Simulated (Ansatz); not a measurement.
# The cluster LaCu4 (doublet): inputs that go wrong

Aim: try 1 input for the cluster LaCu4 (doublet) as typed, read how each ends, and find what has to change.

Computed with Ansatz 0.2.0, Gaussian basis. Level: the settings change from run to run.

3 further runs of the same task are left out: 3 set aside as unsound or not needed.

## (1) The relaxed structure

The structure was relaxed beforehand with r2SCAN-D4/def2-SVP. La takes a core potential in def2 sets; no spin-orbit term is included.

5 atoms, charge 0, spin multiplicity 2.

Atoms are counted from 1 here; the program's logs count them from 0.

Bond lengths: La1–Cu2 2.784 Å, La1–Cu3 2.772 Å, La1–Cu4 2.772 Å, La1–Cu5 2.784 Å, Cu2–Cu3 2.353 Å, Cu2–Cu4 2.353 Å, Cu2–Cu5 2.497 Å, Cu3–Cu5 2.353 Å, Cu4–Cu5 2.353 Å. Angles: Cu2–La1–Cu3 50.1°, Cu2–La1–Cu4 50.1°, Cu2–La1–Cu5 53.3°, Cu3–La1–Cu4 88.3°, Cu3–La1–Cu5 50.1°, Cu4–La1–Cu5 50.1°, La1–Cu2–Cu3 64.7°, La1–Cu2–Cu4 64.7°, La1–Cu2–Cu5 63.4°, Cu3–Cu2–Cu4 110.3°, Cu3–Cu2–Cu5 58.0°, Cu4–Cu2–Cu5 58.0°, La1–Cu3–Cu2 65.2°, La1–Cu3–Cu5 65.2°, Cu2–Cu3–Cu5 64.1°, La1–Cu4–Cu2 65.2°, La1–Cu4–Cu5 65.2°, Cu2–Cu4–Cu5 64.1° and more.

## (2) Attempt 1

in.yaml

```yaml
crystal:
  periodic: [false, false, false]
  atoms:
    - {symbol: La, position_ang: [-0.503529, -1.583230, 0.454062]}
    - {symbol: Cu, position_ang: [1.399895, 0.275674, -0.165065]}
    - {symbol: Cu, position_ang: [0.072206, 0.639078, 1.781586]}
    - {symbol: Cu, position_ang: [-0.005316, -0.188150, -1.978856]}
    - {symbol: Cu, position_ang: [-0.935571, 0.993855, -0.234995]}
basis:
  gaussian: {orbitals: "6-311G**"}
total_charge: 1
hamiltonian: {xc: {name: wPBEh}, pseudopotentials: {relativity: scalar}}
scf: {omitted_lower_state_checks: [starts]}
output: {forces: true}
```

Run with:

```sh
> ansatz run in.yaml --threads 2 --pin off --events-out ev --progress --plain --max-ram 32768MiB --backend cpu
```

**Question.** What will the summary of the whole plan be?

The runs gave:

```tsv
attempt	level	ended	cause	time
1	wPBEh/6-311G**	refused	the program finds no basis under the name given	0.05 s
```

In words: 1 refused. A refusal costs next to no computing time.
